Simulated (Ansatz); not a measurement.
**C₄H₈Si: up Jacob's ladder to CCSD(T)**

How much do the methods differ for C₄H₈Si? The plan is to run it at one geometry with functionals of several rungs and with coupled cluster, and see how far each lands from CCSD(T) at the basis-set limit for the atomisation energy.

The runs use Ansatz 0.2.0, Gaussian basis; functionals in def2-TZVPP, the program's frozen cores in correlated methods.

The runs, in order: PBE-D4, r2SCAN-D4, PBE0-D4, B3LYP-D4, ωB97X-V, ωB97M-V, B2PLYP; CCSD(T)/def2-TZVPP; MP2/def2-QZVPP; extrapolation to the limit.

## Step 1: The geometry

The geometry comes from an earlier relaxation with PBE0-D4 in a triple-zeta def2 set; it is a stationary point, not always the lowest conformer.

SMILES `C=C=C[SiH2]C`, 13 atoms, charge 0, spin multiplicity 1.

Atoms are counted from 1 here; the program's logs count them from 0.

Bond lengths: C1–C2 1.301 Å, C1–H6 1.085 Å, C1–H7 1.085 Å, C2–C3 1.300 Å, C3–Si4 1.866 Å, C3–H8 1.089 Å, Si4–C5 1.864 Å, Si4–H9 1.490 Å, Si4–H10 1.490 Å, C5–H11 1.092 Å, C5–H12 1.092 Å, C5–H13 1.092 Å. Angles: C2–C1–H6 121.1°, C2–C1–H7 121.1°, H6–C1–H7 117.8°, C1–C2–C3 177.8°, C2–C3–Si4 121.4°, C2–C3–H8 118.6°, Si4–C3–H8 120.0°, C3–Si4–C5 110.8°, C3–Si4–H9 108.7°, C3–Si4–H10 108.6°, C5–Si4–H9 110.8°, C5–Si4–H10 110.8°, H9–Si4–H10 107.0°, Si4–C5–H11 110.5°, Si4–C5–H12 110.8°, Si4–C5–H13 110.8°, H11–C5–H12 108.3°, H11–C5–H13 108.3° and more.

## Step 2: PBE-D4 (GGA)

in.yaml reads:

```yaml
crystal:
  periodic: [false, false, false]
  atoms:
    - {symbol: C, position_ang: [-0.139317, 1.841977, 1.626924]}
    - {symbol: C, position_ang: [-0.781790, 0.918426, 0.973022]}
    - {symbol: C, position_ang: [-1.380511, -0.017550, 0.297306]}
    - {symbol: Si, position_ang: [-0.439412, -1.121422, -0.876593]}
    - {symbol: C, position_ang: [1.373111, -0.685164, -0.887429]}
    - {symbol: H, position_ang: [0.289955, 1.641756, 2.602711]}
    - {symbol: H, position_ang: [-0.027789, 2.841307, 1.220171]}
    - {symbol: H, position_ang: [-2.453638, -0.150498, 0.428050]}
    - {symbol: H, position_ang: [-1.025575, -0.980060, -2.239558]}
    - {symbol: H, position_ang: [-0.639650, -2.538783, -0.461464]}
    - {symbol: H, position_ang: [1.918540, -1.333978, -1.576460]}
    - {symbol: H, position_ang: [1.521150, 0.350456, -1.200676]}
    - {symbol: H, position_ang: [1.805426, -0.801266, 0.108696]}
basis:
  gaussian: {orbitals: def2-TZVPP}
hamiltonian: {xc: pbe, dispersion: d4}
output: {forces: true, orbitals: {seedname: orbitals}}
```

Command:

```
ansatz run in.yaml --threads 4 --pin off --events-out ev --progress --plain --max-ram 10444MiB
```

Further steps of the session: r2SCAN-D4 (meta-GGA); PBE0-D4 (hybrid); B3LYP-D4 (hybrid); ωB97X-V (range-separated); ωB97M-V (range-separated); B2PLYP (double hybrid); CCSD(T) in def2-TZVPP; MP2 in def2-QZVPP.

Q: Predict the results of all the runs planned. Wanted: atomisation energy, CCSD(T)/CBS; farthest; mean size of error, hybrid; mean size of error, range-separated; gap, smallest and largest; T1 diagnostic; triples share of the correlation energy.

The runs gave:

| quantity | value |
| --- | --- |
| atomisation energy, CCSD(T)/CBS | 1220.5 kcal/mol |
| functionals within 6.1 kcal/mol (0.5 %) | B3LYP-D4, ωB97X-V, ωB97M-V |
| farthest | PBE-D4 (+25.7 kcal/mol) |
| mean size of error, hybrid | 7.3 kcal/mol |
| mean size of error, range-separated | 4.3 kcal/mol |
| gap, smallest and largest | 5.25 eV (PBE-D4), 11.89 eV (ωB97X-V) |
| T1 diagnostic | 0.0117 |
| triples share of the correlation energy | 4.3 % |

What this shows: PBE-D4 is off by +25.7 kcal/mol. Double hybrids carry the basis error of their MP2 part in triple zeta, and no dispersion term here, so their miss is partly the set-up's. Misses under about 6.1 kcal/mol are within the doubt on the reference itself, which lacks core-valence correlation, relativity and higher excitations. Hartree-Fock recovers 75 % of the binding; the rest is correlation. Orbital gaps span 5.2 to 11.9 eV; exact exchange widens them.
